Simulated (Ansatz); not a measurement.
Write a Python script for Ansatz's Python interface that makes Fermi-surface readings of TiSe, space group P6_3/mmc. Level of theory: PBEsol, PAW, the default cutoff (420 eV here), 7×7×4 k-points, Methfessel-Paxton smearing of 0.1 eV.

```
CELL_PARAMETERS angstrom
3.55900 0.00000 0.00000
-1.77950 3.08218 0.00000
0.00000 0.00000 6.22000
ATOMIC_POSITIONS crystal
Ti 0.00000 0.00000 0.00000
Ti 0.00000 0.00000 0.50000
Se 0.33333 0.66667 0.25000
Se 0.66667 0.33333 0.75000
```

`fermi_tise.py`:
```python
import warnings

import ansatz as az

warnings.simplefilter("ignore", az.DeckWarning)

cell = (
    az.Lattice.of((3.559, 0.0, 0.0), (-1.7795, 3.082184, 0.0), (0.0, 0.0, 6.22))
    .atom("Ti", (0.0, 0.0, 0.0))
    .atom("Ti", (0.0, 0.0, 0.5))
    .atom("Se", (1 / 3, 2 / 3, 0.25))
    .atom("Se", (2 / 3, 1 / 3, 0.75))
)

job = (
    cell.calculation()
    .kpoints(7, 7, 4)
    .functional("pbesol")
    .occupations("Methfessel-Paxton", width=0.1)
    .eigenstates(nscf_kmesh=(10, 10, 6), level_slopes=True)
)
surface = job.run().fermi_surface().to_plain()
for way, reading in surface.items():
    if reading:
        rho_lambda = [f"{v:.3e}" for v in reading["resistivity_times_mean_free_path_ohm_m2"]]
        print(f"{way:24s} area {reading['spin_summed_area_per_ang2']:8.3f} 1/A^2  rho*lambda (ohm m^2) {rho_lambda}")
```

```console
$ python fermi_tise.py
by_tetrahedra            area   23.084 1/A^2  rho*lambda (ohm m^2) ['1.843e-15', '1.843e-15', '8.474e-16']
by_slopes                area   28.935 1/A^2  rho*lambda (ohm m^2) ['1.427e-15', '1.427e-15', '6.957e-16']
on_every_second_point    area   13.075 1/A^2  rho*lambda (ohm m^2) ['2.803e-15', '2.803e-15', '1.756e-15']
```

Notes:
- The run is spin-unpolarised.
- For a metal this k-point mesh is coarse: on a finer one energies can move by several to tens of meV an atom and pressures by half a GPa or more, differences at one mesh by less.
- The structure is a deposited one; some such entries were measured under pressure or heat, so a shift against it needn't be the functional's error alone.
- The three readings differ by the mesh error.
- Wall time of the script: 7.2 s on 1 thread of Arm Neoverse V2 (shared host), peak memory 0.4 GiB.

(Lines on the test bed's own set-up are left out of the output.)
